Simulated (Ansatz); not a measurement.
# Ge4MoW: the cost of one run

Computed with Ansatz 0.2.0 (DFT PBE, scalar-relativistic, plane waves, PAW, unless a step names another level, unless a step's input says otherwise).

1 further run of the same task is left out (for a known fault of the program).

## Step 1: The starting structure

The structure is tetragonal, space group P4/mmm (No. 123). Conventional cell: a = 3.340 Å, b = 3.340 Å, c = 8.288 Å, α = 90.00°, β = 90.00°, γ = 90.00°. Ge (site symmetry 4mm) is surrounded by 5 Ge at 2.70 to 2.77 Å and 4 W at 2.72 Å and 1 Mo at 2.80 Å. Ge (site symmetry 4mm) has 5 Ge at 2.68 to 2.77 Å and 4 Mo at 2.71 Å and 1 W at 2.81 Å as nearest neighbours. Mo (site symmetry 4/mmm) has 10 Ge at 2.71 to 2.80 Å as nearest neighbours. Around W (site symmetry 4/mmm) lie 10 Ge at 2.72 to 2.81 Å.

Structure file:

```cif
data_structure
_symmetry_space_group_name_H-M 'P 1'
_symmetry_Int_Tables_number 1
_cell_length_a 3.3398
_cell_length_b 3.3398
_cell_length_c 8.2882
_cell_angle_alpha 90.000
_cell_angle_beta 90.000
_cell_angle_gamma 90.000
_cell_volume 92.45
loop_
_atom_site_label
_atom_site_type_symbol
_atom_site_fract_x
_atom_site_fract_y
_atom_site_fract_z
_atom_site_occupancy
Ge1 Ge 0.00000 0.00000 0.66274 1
Ge2 Ge 0.50000 0.50000 0.16145 1
Ge3 Ge 0.00000 0.00000 0.33726 1
Ge4 Ge 0.50000 0.50000 0.83855 1
Mo1 Mo 0.00000 0.00000 0.00000 1
W1 W 0.50000 0.50000 0.50000 1
```

It is the end of an earlier relaxation with the same method, from a generated guess; it is a trial structure. At a tolerance of 0.05 Å it has space group P4/mmm (No. 123); it has 15.41 Å³/atom, an uncorrected energy of -0.04 eV/atom over the elements and, on its mesh, gap none (metal).

## Step 2: Elastic constants, atoms relaxed

Contents of input.yaml:

```yaml
crystal:
  lattice:
    - [3.3388759955, 0.0, 0.0]
    - [0.0, 3.3388759955, 0.0]
    - [0.0, 0.0, 8.3040488013]
  atoms:
    - { symbol: Ge, position: [0.0, 0.0, 0.6628605729] }
    - { symbol: Ge, position: [0.5, 0.5, 0.1615438393] }
    - { symbol: Ge, position: [0.0, 0.0, 0.3371394271] }
    - { symbol: Ge, position: [0.5, 0.5, 0.8384561607] }
    - { symbol: Mo, position: [0.0, 0.0, 0.0] }
    - { symbol: W, position: [0.5, 0.5, 0.5] }
basis:
  ecutwfc: 420
kpoints:
  mp_grid: { grid: [12, 12, 6] }
hamiltonian:
  xc: pbe
scf:
  occupations: { method: fermi_dirac, width: 0.15 }
output:
  forces: true
  stress: true
  eigenvalues: true
elastic:
  mode: relaxed_ion
  amplitude: 0.005
  stencil: two_point
```

Run with:

```console
> ansatz run input.yaml --threads 4 --pin off --max-ram 8192MiB --backend cpu --events-out ev --progress --plain --runs-dir out
```

Q: Estimate wall time and peak memory on 4 threads of Arm Neoverse V1, shared host.

About 8.5 min, with a peak of 1.3 GiB.
